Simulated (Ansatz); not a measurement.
# F3GaH3P: a ladder of functionals and wavefunction methods

Aim: compute F3GaH3P with functionals from several rungs and with coupled cluster, and see how far each lands from CCSD(T) at the basis-set limit for the atomisation energy.

Method: functionals in def2-TZVPP, the program's frozen cores in correlated methods; program: Ansatz 0.2.0, Gaussian basis.

Levels to be run: LDA (SPW92), PBE-D4, revPBE-D4, BLYP-D4, r2SCAN-D4, B97M-V, PBE0-D4, B3LYP-D4, r2SCANh-D4, r2SCAN0-D4, HSE06-D4, BHLYP-D4, CAM-B3LYP-D4, LC-ωPBE, ωB97X-V, ωB97M-V, B2PLYP, PBE-QIDH; CCSD(T)/def2-SVP; CCSD(T)/def2-TZVPP; MP2/def2-QZVPP; extrapolation to the limit; RPA on PBE.

## (1) The relaxed structure

The geometry comes from an earlier relaxation with PBE0-D4 in a triple-zeta def2 set; it is a stationary point, not always the lowest conformer.

SMILES `[F][Ga-]([F])([F])[PH3+]`, 8 atoms, charge 0, spin multiplicity 1.

Atoms are counted from 1 here; the program's logs count them from 0.

Bond lengths: F1–Ga2 1.754 Å, Ga2–F3 1.754 Å, Ga2–F4 1.754 Å, Ga2–P5 2.493 Å, P5–H6 1.406 Å, P5–H7 1.406 Å, P5–H8 1.406 Å. Angles: F1–Ga2–F3 117.0°, F1–Ga2–F4 117.0°, F1–Ga2–P5 100.2°, F3–Ga2–F4 117.0°, F3–Ga2–P5 100.1°, F4–Ga2–P5 100.2°, Ga2–P5–H6 117.2°, Ga2–P5–H7 117.2°, Ga2–P5–H8 117.2°, H6–P5–H7 100.7°, H6–P5–H8 100.7°, H7–P5–H8 100.7°.

## (2) LDA

This LDA is Slater exchange with PW92 correlation.

Input file in.yaml:

```yaml
crystal:
  periodic: [false, false, false]
  atoms:
    - {symbol: F, position_ang: [-0.150421, -2.040264, 1.276939]}
    - {symbol: Ga, position_ang: [0.736087, -1.171020, 0.038419]}
    - {symbol: F, position_ang: [2.309345, -0.537026, 0.483892]}
    - {symbol: F, position_ang: [0.540587, -1.722957, -1.614626]}
    - {symbol: P, position_ang: [-0.581201, 0.944092, -0.044220]}
    - {symbol: H, position_ang: [-1.670515, 1.058755, 0.837469]}
    - {symbol: H, position_ang: [-1.197177, 1.271461, -1.265094]}
    - {symbol: H, position_ang: [0.105494, 2.139760, 0.231321]}
basis:
  gaussian: {orbitals: def2-TZVPP}
hamiltonian: {xc: lda}
output: {orbitals: {seedname: orbitals}}
```

Further steps of the session: PBE-D4 (GGA); revPBE-D4 (GGA); BLYP-D4 (GGA); r2SCAN-D4 (meta-GGA); B97M-V (meta-GGA); PBE0-D4 (hybrid); B3LYP-D4 (hybrid); r2SCANh-D4 (hybrid); r2SCAN0-D4 (hybrid); HSE06-D4 (hybrid); BHLYP-D4 (hybrid); CAM-B3LYP-D4 (range-separated); LC-ωPBE-D4 (range-separated); ωB97X-V (range-separated); ωB97M-V (range-separated); B2PLYP (double hybrid); PBE-QIDH (double hybrid); CCSD(T) in def2-SVP; CCSD(T) in def2-TZVPP; MP2 in def2-QZVPP; RPA on PBE orbitals.

Q: Predict the results of all the runs planned. Wanted: atomisation energy, CCSD(T)/CBS; farthest beyond LDA; mean size of error, GGA; mean size of error, meta-GGA; mean size of error, hybrid; mean size of error, range-separated; mean size of error, double hybrid; gap, smallest and largest; T1 diagnostic.

**Answer**, as computed:

```
                               quantity                                                               value
        atomisation energy, CCSD(T)/CBS                                                           26.210 eV
    functionals within 0.262 eV (1.0 %)  PBE-D4, r2SCAN-D4, B97M-V, CAM-B3LYP-D4, LC-ωPBE, ωB97X-V, ωB97M-V
                    farthest beyond LDA                                                BHLYP-D4 (-1.334 eV)
                mean size of error, GGA                                                            0.362 eV
           mean size of error, meta-GGA                                                            0.141 eV
             mean size of error, hybrid                                                            0.717 eV
    mean size of error, range-separated                                                            0.148 eV
      mean size of error, double hybrid                                                            0.510 eV
              gap, smallest and largest                                6.31 eV (PBE-D4), 13.76 eV (LC-ωPBE)
                          T1 diagnostic                                                              0.0140
triples share of the correlation energy                                                               3.1 %
```

LDA overbinds by 3.933 eV (15 %). PBE-D4 misses by +0.049 eV. Double hybrids carry the basis error of their MP2 part in triple zeta, and no dispersion term here, so their miss is partly the set-up's. The rungs meta-GGA, range-separated miss on average by less than the doubt on the reference (0.262 eV), so they tie. The reference freezes the cores and leaves out relativity and excitations past (T), and its outer-core shells are covered unevenly, so misses under about 0.262 eV can't be ranked. Hartree-Fock recovers 70 % of the binding; the rest is correlation. CCSD(T) in def2-SVP is off by -1.910 eV, worse than the median functional, from the basis alone. Orbital gaps span 6.3 to 13.8 eV; exact exchange widens them. Correlated methods include outer-core shells of Ga, which these sets cover unevenly.
